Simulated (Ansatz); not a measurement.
# CHGeN+ (doublet): from Hartree-Fock to the top rungs, cc-pVDZ

One table from this session's results is given with a row withheld; the runs are named, their logs left out.

Computed with Ansatz 0.2.0, Gaussian basis. Level: cc-pVDZ, core rule «outside noble gas», up to 16 orbitals frozen.

The runs, in order: UHF; CCSD(T) on ROHF; CCSD(T) on UHF; BCCD(T) on ROHF; CISD; CCSDT(Q) on ROHF; CCSDT(Q) on UHF; CASSCF and MRCISD+Q, 9 electrons in 9 orbitals; CASSCF and NEVPT2, 9 electrons in 9 orbitals.

23 further runs of the same task are left out: 8 that didn't finish, 15 set aside as unsound or not needed.

### The geometry

The geometry is a PBE0/def2-TZVP stationary point (not a proven minimum) of the parent state, kept for this charge and spin. No spin-orbit coupling is included. The filled d shell of Ge may be among the frozen orbitals whatever the setting's name suggests; the logs give the count.

4 atoms, charge 1, spin multiplicity 2.

Atoms are counted from 1 here; the program's logs count them from 0.

Bond lengths: C1–N2 1.228 Å, C1–Ge3 2.120 Å, N2–Ge3 2.234 Å, N2–H4 1.014 Å. Angles: N2–C1–Ge3 78.8°, C1–N2–Ge3 68.6°, C1–N2–H4 135.3°, Ge3–N2–H4 156.2°, C1–Ge3–N2 32.6°.

The first run:

in.yaml reads:

```yaml
crystal:
  periodic: [false, false, false]
  atoms:
    - {symbol: C, position_ang: [0.000000, -0.784995, 1.378769]}
    - {symbol: N, position_ang: [0.000000, 0.418069, 1.625258]}
    - {symbol: Ge, position_ang: [0.000000, 0.035580, -0.575618]}
    - {symbol: H, position_ang: [0.000000, 0.980237, 2.468801]}
basis:
  gaussian: {orbitals: cc-pVDZ}
total_charge: 1
magnetization: {spin_polarized: true, initial_magnetization: 1}
hamiltonian: {xc: hf}
output: {orbitals: {seedname: orbitals}}
```

Started as:

```bash
> ansatz run in.yaml --threads 1 --pin off --events-out ev --progress --plain --max-ram 2393MiB
```

Steps of the session up to this table: UHF; CCSD(T) on ROHF; CCSD(T) on UHF; BCCD(T) on ROHF; CISD; CCSDT(Q) on ROHF; CCSDT(Q) on UHF; CASSCF and MRCISD+Q, 9 electrons in 9 orbitals; CASSCF and NEVPT2, 9 electrons in 9 orbitals.

One of the session's tables, all rows but one given; the rest of the session is left out.

It belongs to the step «Misses and costs». 

```
           method  from UCCSDT(Q) (meV)
             ROHF              +10305.3
              UHF              +10054.3
             RMP2               +1169.5
             UMP2               +1264.7
            RCCSD                     ?
            UCCSD                +517.7
         RCCSD(T)                 +73.3
         UCCSD(T)                 +75.8
          BCCD(T)                 +73.2
           RCCSDT                 +48.5
           UCCSDT                 +45.5
        RCCSDT(Q)                  +5.2
        UCCSDT(Q)                     0
  CASSCF frontier               +6755.4
  MRCISD frontier                +688.5
MRCISD+Q frontier                 +94.9
```

**Question.** Estimate the row for RCCSD.

The run gave: from UCCSDT(Q) (meV): +529.5. In the column «from UCCSDT(Q) (meV)» it lies between UCCSD (+517.7) and MRCISD frontier (+688.5).

Not comparable, so not listed: CISD; CASSCF and NEVPT2, 9 electrons in 9 orbitals (they don't share determinant, frozen orbitals or solution with the rows shown, or repeat one).

To keep in mind: Restricted and unrestricted rows rest on different reference determinants; where their highest levels disagree by more than a few hundredths of an eV, they describe different states and don't form one ladder. Warnings in the runs' records: passed over end.
